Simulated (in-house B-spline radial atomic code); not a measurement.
**Nd⁺: ionisation energy by several methods**

The task here is to estimate one member of a computed series from the others.

The numbers are computed with in-house B-spline radial atomic code version 1 (scalar-relativistic (X2C), several functionals, spin-polarised; spherical all-electron atom at the radial basis limit), except any that are marked as measured or tabulated.

## What is computed

```
element       : neodymium (Z = 60)
charge        : +1
electrons     : 59
configuration : [Xe] 4f4 6s1
nucleus       : Fermi, rms radius 4.912 fm
```

The outer shells:

[Xe] 4f4 6s1
```
[Xe] core
4f [↑ ][↑ ][↑ ][↑ ][  ][  ][  ]
6s [↑ ]
```

Where spins are not typed, each open shell is filled with up spins first.

Set-up of the first run:

The run's settings:

```ini
Z = 60
electrons = 59.0
configuration = [Xe] 4f4 6s1
hamiltonian = x2c
method = lda,
spin_polarised = True
nucleus = fermi
rms_radius = 4.9123
mass_number = 142
atomic_mass = 141.907728824
speed_of_light = 137.035999084
```

Among the steps run: exchange-only LDA; AM05; PW91; M06-L; PBE.

One of the session's tables, all rows but one given; the rest of the session is left out.

```
           method  ΔSCF (eV)
exchange-only LDA     10.603
             AM05          ?
             PW91     11.079
              PBE     11.040
            M06-L     10.008
```

Q: Estimate the row for AM05 from the others.

**Answer.** ΔSCF (eV): 10.949. In the column «ΔSCF (eV)» it lies between exchange-only LDA (10.603) and PBE (11.040).

To keep in mind: Meta-GGA runs start from a PBE run whose iterations are not counted.
